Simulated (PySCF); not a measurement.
# C3H5GeNO: the cost of one run

Computed with PySCF 2.14.0, with density-fitted response routines of our own, on a single molecule in the gas phase. Atoms count from 0, in the outputs and in this text.

## (1) The starting structure

11 atoms, charge 0, multiplicity 1; geometry from: GFN2-xTB. The atoms were then displaced at random by about 0.01 Å, so the start is not that level's minimum.

Bonds of the start (Å): C0–C1 1.35, C1–O2 1.37, O2–Ge3 1.69, Ge3–C4 1.94, C4–N5 1.15, C0–H6 1.05, C0–H7 1.09, C1–H8 1.08, Ge3–H9 1.52, Ge3–H10 1.51.

## (2) Optimising the geometry at PBE0-D3(BJ)/def2-SVP

The job: settings as JSON, then the geometry in Å.

```
{"job": {"xc": "PBE0", "basis": "def2-SVP", "d3": "d3bj", "grid": 1, "shake": 0.01, "kind": "geom"}, "charge": 0, "multiplicity": 1}
C      2.374800    -0.329330     0.284500
C      1.139990     0.145420     0.006390
O      0.007150    -0.427020     0.533420
Ge    -1.570070    -0.520040    -0.071210
C     -2.139740     1.201060    -0.747710
N     -2.439560     2.241310    -1.141910
H      2.508740    -1.168140     0.906550
H      3.241340     0.190890    -0.116000
H      0.981210     1.024750    -0.601320
H     -2.359960    -0.885850     1.178690
H     -1.705790    -1.498870    -1.207130
```

The run is started by

```console
> OMP_NUM_THREADS=1 python probes_run.py task.json out
```

One launch serves the whole session: the jobs run in the order shown.

Q: Estimate the wall time and peak memory of this first job on 1 thread of Arm Neoverse V1, shared host.

About 62 s, with a peak of 0.52 GiB.
